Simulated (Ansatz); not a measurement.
**C3H7BO (SMILES BCC(C)=O): BHLYP/def2-SVP**

What is the electronic atomisation energy of C3H7BO at BHLYP/def2-SVP? 

The results are computed with Ansatz 0.2.0.

46 further runs of the same task are left out: 46 set aside as unsound or not needed. Runs told in other sessions of the task aren't counted.

## (1) The structure to begin with

C3H7BO has 12 atoms, charge 0, and is taken as a singlet. As SMILES, `BCC(C)=O`. The coordinates come from a PBE0-D4/def2-TZVP relaxation. This is one conformer, not always the lowest.

Bond lengths: B1–C2 1.557 Å, C2–C3 1.504 Å, C3–C4 1.505 Å, C3–O5 1.206 Å, B1–H6 1.195 Å, B1–H7 1.197 Å, C2–H8 1.107 Å, C2–H9 1.092 Å, C4–H10 1.088 Å, C4–H11 1.092 Å, C4–H12 1.095 Å. Some angles: B1–C2–C3 115.3°, C2–C3–C4 117.0°, C2–C3–O5 120.9°, C4–C3–O5 122.0°, B1–C2–H8 100.6°, B1–C2–H9 112.9°, C3–C2–H8 109.6°, C3–C2–H9 110.4°, C2–B1–H6 119.8°, C2–B1–H7 121.1°.

## (2) A single-point energy at BHLYP/def2-SVP

Input file in.yaml:

```yaml
crystal:
  periodic: [false, false, false]
  atoms:
    - symbol: B
      position_ang: [-1.581200, 0.801000, 0.222700]
    - symbol: C
      position_ang: [-0.384500, 0.117100, 0.946500]
    - symbol: C
      position_ang: [0.927400, 0.170900, 0.212200]
    - symbol: C
      position_ang: [1.083400, -0.737900, -0.977300]
    - symbol: O
      position_ang: [1.804700, 0.920200, 0.564200]
    - symbol: H
      position_ang: [-2.525100, 1.170600, 0.856000]
    - symbol: H
      position_ang: [-1.603000, 0.910600, -0.969000]
    - symbol: H
      position_ang: [-0.743000, -0.928900, 0.990700]
    - symbol: H
      position_ang: [-0.259300, 0.457700, 1.976000]
    - symbol: H
      position_ang: [1.975700, -0.468400, -1.539000]
    - symbol: H
      position_ang: [0.203200, -0.697900, -1.623000]
    - symbol: H
      position_ang: [1.178600, -1.770300, -0.625900]
basis:
  gaussian: {orbitals: def2-SVP}
hamiltonian: {xc: {name: BHLYP}}
accuracy: high
output: {orbitals: {seedname: orbitals}}
```

Launch:

```bash
$ ansatz run in.yaml --threads 1 --pin off --max-ram 2610MiB --events-out events.jsonl --progress --plain --runs-dir runs
```

Standard output:

```text
Warning: RAYON_NUM_THREADS=1 ignored (pool sized by the plan → 1); use --threads N
Functional definition: BHLYP
  name "BHLYP"
  parameter a = 0.5
  exchange = (1 - a)*b88_x + a*exact_x
  correlation = lyp_c
2594 factors; integrals over basis functions are off by at most 3.5e-9 eV
mean field evaluation 1: about -5934.4658 eV, gradient 4.8e1 eV
mean field evaluation 2: about -5935.0840 eV, gradient 4.8e1 eV
mean field evaluation 4: about -5939.3897 eV, gradient 2.0e0 eV
mean field evaluation 8: about -5939.9690 eV, gradient 1.6e-1 eV
mean field evaluation 16: about -5939.9692 eV, gradient 7.4e-5 eV
mean field -5939.96915096 eV, -218.2898400421 hartree, gradient 5.6e-8 eV, S^2 0.000000; 0 other end points of the search recorded, 0 dependent functions left out
reference -5939.96917925 eV, -218.2898410819 hartree; 19, 19 occupied and 86, 86 virtual orbitals, 2594 factors
Total energy: -5939.96917925 eV, -218.2898410819 hartree
```

It took 14 s on 1 thread of Arm Neoverse V2, shared host; peak memory 0.39 GiB.

## (3) The B atom at the same level

Input file in.yaml:

```yaml
crystal:
  periodic: [false, false, false]
  atoms:
    - {symbol: B, position_ang: [0.000000, 0.000000, 0.000000]}
basis:
  gaussian:
    orbitals: def2-SVP
total_charge: 0
magnetization:
  spin_polarized: true
  initial_magnetization: 1
hamiltonian:
  xc: {name: BHLYP}
accuracy: high
```

Run the same way, it converges to -24.62385 Eh (log not shown).

## (4) The C atom at the same level

Input file input.yaml:

```yaml
crystal:
  periodic: [false, false, false]
  atoms:
    - {symbol: C, position_ang: [0.000000, 0.000000, 0.000000]}
basis:
  gaussian: {orbitals: def2-SVP}
hamiltonian: {xc: {name: BHLYP}}
accuracy: high
magnetization: {spin_polarized: true, initial_magnetization: 2}
```

Run the same way, it converges to -37.80198 Eh (log not shown).

## (5) The H atom

Input file input.yaml:

```yaml
crystal:
  periodic: [false, false, false]
  atoms:
    - {symbol: H, position_ang: [0.000000, 0.000000, 0.000000]}
basis:
  gaussian:
    orbitals: def2-SVP
magnetization:
  spin_polarized: true
  initial_magnetization: 1
hamiltonian:
  xc: {name: BHLYP}
accuracy: high
```

Launch:

```bash
$ ansatz run input.yaml --threads 1 --pin off --max-ram 2610MiB --events-out events.jsonl --progress --plain --runs-dir runs
```

Standard output:

```text
Warning: RAYON_NUM_THREADS=1 ignored (pool sized by the plan → 1); use --threads N
[... 5 set-up lines as earlier in the session ...]
15 factors; integrals over basis functions are off by at most 8.9e-10 eV
mean field evaluation 1: about -13.5381 eV, gradient 8.2e-1 eV
mean field evaluation 2: about -13.5467 eV, gradient 1.5e-1 eV
mean field evaluation 4: about -13.5469 eV, gradient 9.3e-5 eV
mean field evaluation 8: about -13.5469 eV, gradient 3.4e-11 eV
mean field -13.54689866 eV, -0.4978393432 hartree, gradient 1.0e-10 eV, S^2 0.750000; 0 other end points of the search recorded, 0 dependent functions left out
reference -13.54691167 eV, -0.4978398215 hartree; 1, 0 occupied and 4, 5 virtual orbitals, 15 factors
Total energy: -13.54691167 eV, -0.4978398215 hartree
```

It took 0.12 s on 1 thread of Arm Neoverse V2, shared host.

## (6) The O atom, same level

Input file run.yaml:

```yaml
crystal:
  periodic: [false, false, false]
  atoms:
    - {symbol: O, position_ang: [0.000000, 0.000000, 0.000000]}
basis:
  gaussian: {orbitals: def2-SVP}
magnetization: {spin_polarized: true, initial_magnetization: 2}
hamiltonian: {xc: {name: BHLYP}}
accuracy: high
```

Run the same way, it converges to -74.98239 Eh (log not shown).

## (7) Summary of results

At BHLYP/def2-SVP:

```
                     quantity          value
       molecule: total energy  -218.28984 Eh
        molecule: HOMO energy       -8.62 eV
        molecule: LUMO energy       -0.49 eV
      molecule: HOMO–LUMO gap        8.13 eV
         B atom: total energy   -24.62385 Eh
                 B atom: ⟨S²⟩          0.753
         C atom: total energy   -37.80198 Eh
                 C atom: ⟨S²⟩          2.003
         H atom: total energy    -0.49784 Eh
                 H atom: ⟨S²⟩          0.750
         O atom: total energy   -74.98239 Eh
                 O atom: ⟨S²⟩          2.003
electronic atomisation energy      48.784 eV
```

In words: Taking the molecule apart into free atoms costs 48.78 eV (1125 kcal/mol), before zero-point energy and without spin-orbit coupling.
